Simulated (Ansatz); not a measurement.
## Ti3Se under changes of volume

One of the cells (17.581 Å³/atom); the others are scaled copies at fixed shape and fractional positions:

```xyz
4
Lattice="3.1974 0.0000 0.0000 -1.5987 2.7691 0.0000 0.0000 0.0000 7.9427" Properties=species:S:1:pos:R:3 pbc="T T T"
Se    0.0000    0.0000    0.0000
Ti    1.5987    0.9230    3.9714
Ti    0.0000    1.8460    6.1390
Ti    0.0000    1.8460    1.8038
```

The cell comes from a database or a generator and needn't be the stable form of this composition.

```yaml
Program: Ansatz 0.2.0
Functional: PBEsol
Potentials_or_basis: Ansatz PAW
Cutoff: "420 eV (not typed: the program's choice for these potentials)"
k_mesh: 10 × 10 × 4
Occupations: fermi-dirac, width 0.05 eV
Spin: no spin polarisation
```

| volume (Å³/atom) | energy over the lowest point (meV/atom) | pressure (GPa) | largest force (eV/Å) |
| --- | --- | --- | --- |
| 16.526 | ? | ? | ? |
| 16.878 | 0.00 | 0.2 | 0.031 |
| 17.230 | 2.34 | -2.2 | 0.037 |
| 17.581 | 9.82 | -4.5 | 0.098 |
| 17.933 | 21.92 | -6.4 | 0.151 |
| 18.284 | 38.18 | -8.2 | 0.198 |
| 18.636 | 58.17 | -9.9 | 0.240 |

**Question.** What does the run at 16.526 Å³/atom give?

**Answer.** Energy over the lowest point 3.37 meV/atom; pressure 3.0 GPa; largest force 0.109 eV/Å.

Worked out: A Birch-Murnaghan fit of order 3 (a polynomial in V^(-2/3)) to the other rows has its minimum at 16.90 Å³/atom with B0 = V·E''(V) = 125 GPa and B' = 4.2 at fixed shape and positions, which overstates the stiffness. It gives 3.42 meV/atom at 16.526 Å³/atom, against the run's 3.37, and -dE/dV = 3.0 GPa, against 3.0.

Energies are extrapolated to zero smearing.

Caveats: the PAW data sets come from PBE, with cores solved anew for the run's functional, which leaves a small shift of forces and pressure.
